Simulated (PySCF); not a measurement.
# [CeCl4]−: other functionals and bases at one geometry

Aim: see how levels, charges and forces of [CeCl4]− depend on the level of theory. It is a constructed species; whether it can be made isn't addressed.

Program: PySCF 2.14.0. Level of theory: several levels, as the steps say, no spin–orbit coupling. These are calculated values, not measurements.

4 further runs of the same task are left out: 2 for a known fault of the program, 2 that didn't finish.

## 1. The system as given

5 atoms, charge -1, spin multiplicity 1.

Bond lengths: Ce1–Cl2 2.660 Å, Ce1–Cl3 2.660 Å, Ce1–Cl4 2.660 Å, Ce1–Cl5 2.660 Å. Angles: Cl2–Ce1–Cl3 109.5°, Cl2–Ce1–Cl4 109.5°, Cl2–Ce1–Cl5 109.5°, Cl3–Ce1–Cl4 109.5°, Cl3–Ce1–Cl5 109.5°, Cl4–Ce1–Cl5 109.5°.

Coordinates:

```xyz
5
charge -1, multiplicity 1
Ce    0.00000    0.00000    0.00000
Cl    1.53590    1.53590    1.53590
Cl   -1.53590   -1.53590    1.53590
Cl    1.53590   -1.53590   -1.53590
Cl   -1.53590    1.53590   -1.53590
```

Formal oxidation states: Ce +3. Each metal's 1 4f electrons lie in its core potential, so multiplicities, spins and levels count the valence alone. An earlier session relaxed this geometry at r2SCAN, Ce lcecp-1-SVP with ECP47, Cl def2-SVP (singlet, point group Td).

At r2SCAN on the finer grid: E = -1872.830705 Eh, HOMO -3.56 eV, LUMO 2.73 eV, Mulliken charge on Ce1 +0.82 e, largest force component 0.011 eV/Å. 

Levels to run: BLYP; PBE; M06-L; BP86; r2SCAN, TZVP. Hardware: 2 threads of Arm Neoverse V1, shared host.

## 2. BLYP

run.py (the lines that set the calculation) reads:

```python
mol = gto.M(atom='''
Ce     0.00000     0.00000     0.00000
Cl     1.53590     1.53590     1.53590
Cl    -1.53590    -1.53590     1.53590
Cl     1.53590    -1.53590    -1.53590
Cl    -1.53590     1.53590    -1.53590''',
    basis={'Ce': 'lcecp-1-SVP', 'Cl': 'def2-SVP'},
    ecp={'Ce': 'lcecp-1-SVP'},
    charge=-1, spin=0)
mf = dft.RKS(mol, xc='BLYP')
mf.grids.atom_grid = (75, 302)  # f atoms: unpruned, at least (60, 302)
mf = mf.density_fit()  # fitting sets: Ce AutoAux, Cl def2-universal-JKFIT
mf.conv_tol = 1e-08; mf.max_cycle = 55
mf.kernel(dm0)  # dm0: the density of the relaxed state
```

Command:

```
$ OMP_NUM_THREADS=2 python run.py
```

## 3. PBE

Edit run.py (the lines that set the calculation) of step 2 so:

```diff
@@ -9,3 +9,3 @@
     charge=-1, spin=0)
-mf = dft.RKS(mol, xc='BLYP')
+mf = dft.RKS(mol, xc='PBE')
 mf.grids.atom_grid = (75, 302)  # f atoms: unpruned, at least (60, 302)
```

## 4. M06-L

Edit run.py (the lines that set the calculation) of step 3 so:

```diff
@@ -9,3 +9,3 @@
     charge=-1, spin=0)
-mf = dft.RKS(mol, xc='PBE')
+mf = dft.RKS(mol, xc='M06L')
 mf.grids.atom_grid = (75, 302)  # f atoms: unpruned, at least (60, 302)
```

## 5. BP86

Edit run.py (the lines that set the calculation) of step 4 so:

```diff
@@ -9,3 +9,3 @@
     charge=-1, spin=0)
-mf = dft.RKS(mol, xc='M06L')
+mf = dft.RKS(mol, xc='B88,P86')
 mf.grids.atom_grid = (75, 302)  # f atoms: unpruned, at least (60, 302)
```

## 6. r2SCAN, TZVP

Basis: Ce lcecp-1-TZVP with ECP47, Cl def2-TZVP. 

run.py (the lines that set the calculation) reads:

```python
mol = gto.M(atom='''
Ce     0.00000     0.00000     0.00000
Cl     1.53590     1.53590     1.53590
Cl    -1.53590    -1.53590     1.53590
Cl     1.53590    -1.53590    -1.53590
Cl    -1.53590     1.53590    -1.53590''',
    basis={'Ce': 'lcecp-1-TZVP', 'Cl': 'def2-TZVP'},
    ecp={'Ce': 'lcecp-1-TZVP'},
    charge=-1, spin=0)
mf = dft.RKS(mol, xc='R2SCAN')
mf.grids.atom_grid = (75, 302)  # f atoms: unpruned, at least (60, 302)
mf = mf.density_fit()  # fitting sets: Ce AutoAux, Cl def2-universal-JKFIT
mf.conv_tol = 1e-08; mf.max_cycle = 55
mf.kernel(dm0)  # dm0: free metal ions and neutral atoms
```

What does the calculation give? Wanted: for each run, HOMO; gap; charge on Ce1; dipole; largest force.

**Answer**, as computed:

| level | state | HOMO (eV) | gap (eV) | charge on Ce1 (e) | dipole (D) | largest force (eV/Å) | basis functions | time |
| --- | --- | --- | --- | --- | --- | --- | --- | --- |
| r2SCAN (relaxed here) | singlet | -3.56 | 6.29 | 0.82 | 0.00 | 0.01 | 105 | 26 s |
| BLYP | singlet | -2.85 | 5.45 | 0.55 | 0.00 | 0.10 | 105 | 6.6 s |
| PBE | singlet | -3.11 | 5.67 | 0.61 | 0.00 | 0.02 | 105 | 6.2 s |
| M06-L | singlet | -3.45 | 6.28 | 1.09 | 0.00 | 0.04 | 105 | 8.4 s |
| BP86 | singlet | -3.21 | 5.72 | 0.62 | 0.00 | 0.00 | 105 | 6.3 s |
| r2SCAN, TZVP | singlet | -3.83 | 6.33 | 1.36 | 0.00 | 0.01 | 195 | 25 s |

Times are on 2 threads of Arm Neoverse V1, shared host; the first row also made further properties. The dipole of a charged species depends on the origin, so these sizes hold for this origin alone.

In one basis the gap runs from 5.45 eV (BLYP) to 6.29 eV (r2SCAN). The largest leftover force, 0.10 eV/Å with BLYP, stands at a geometry relaxed at another level. The Mulliken charge on Ce spans +0.55 to +1.36 e over the levels. With 4f in the core, its levels are missing from HOMO and gap. Total energies of different levels can't be compared. Spin–orbit coupling is left out throughout.
